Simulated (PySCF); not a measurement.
# C3H7FGeSi: electronic excitations

Wanted: the electronic excitations of C3H7FGeSi (`C[SiH2]C#[C][GeH2][F]`), by calculation.

The runs use PySCF 2.14.0, with density-fitted response routines of our own; the level of theory stands in each step. All values are computed, except where a source is named. Atoms are numbered from 0 throughout.

## (1) The starting structure

13 atoms, charge 0, multiplicity 1; geometry from: GFN2-xTB.

Bonds of the start (Å): C0–Si1 1.90, Si1–C2 1.86, C2–C3 1.21, C3–Ge4 1.90, Ge4–F5 1.75, C0–H6 1.09, C0–H7 1.09, C0–H8 1.09, Si1–H9 1.47, Si1–H10 1.47, Ge4–H11 1.50, Ge4–H12 1.50.

## (2) Excited states and response: PBE0/def2-SVPD

The job: settings as JSON, then the geometry in Å.

```
{"job": {"kind": "uv", "xc": "PBE0", "basis": "def2-SVPD", "nstates": 8, "ntriplets": 3}, "charge": 0, "multiplicity": 1}
C     -2.310683     0.126003    -1.317627
Si    -1.764679    -0.308387     0.445548
C      0.085040    -0.145087     0.554177
C      1.289143    -0.043347     0.638590
Ge     3.175350     0.120589     0.754511
F      3.713242     0.613586    -0.831639
H     -2.033906     1.144023    -1.578503
H     -1.854954    -0.536647    -2.048549
H     -3.389248     0.039840    -1.420146
H     -2.340914     0.624737     1.421795
H     -2.097078    -1.700197     0.774436
H      3.635892     1.248094     1.629636
H      3.888408    -1.182719     0.960042
```

Level: TDDFT PBE0/def2-SVPD, vertical, gas phase, core orbitals frozen in the response.

Started as:

```sh
$ OMP_NUM_THREADS=1 python probes_run.py task.json out
```

This one command runs all jobs of the session in turn.

Predict these results of the whole session: lowest singlet (PBE0/def2-SVPD); brightest single state of those computed; lowest triplet; surface potential, 1st and 99th percentile.

**Answer**, as computed:

| quantity | value |
| --- | --- |
| lowest singlet (PBE0/def2-SVPD) | 5.45 eV (228 nm), f = 0.000 |
| brightest single state of those computed | state 4, 7.34 eV, f = 0.819 |
| lowest triplet | 4.60 eV |
| surface potential, 1st and 99th percentile | -1.43 V and 1.51 V |

In words: The first singlet state (HOMO→LUMO 0.93) lies at 5.45 eV and is dark; of the 8 states computed, the strongest absorption comes from state 4 at 7.34 eV. The lowest triplet lies 0.85 eV below the lowest singlet (triplets in Tamm-Dancoff, singlets in full TDDFT). At PBE0/def2-SVPD, counted by nearest atom on the grid, the HOMO lies on C2, C3 about 38 % each, the LUMO on C2, C3 about 21 % each; Ge4 16 %.
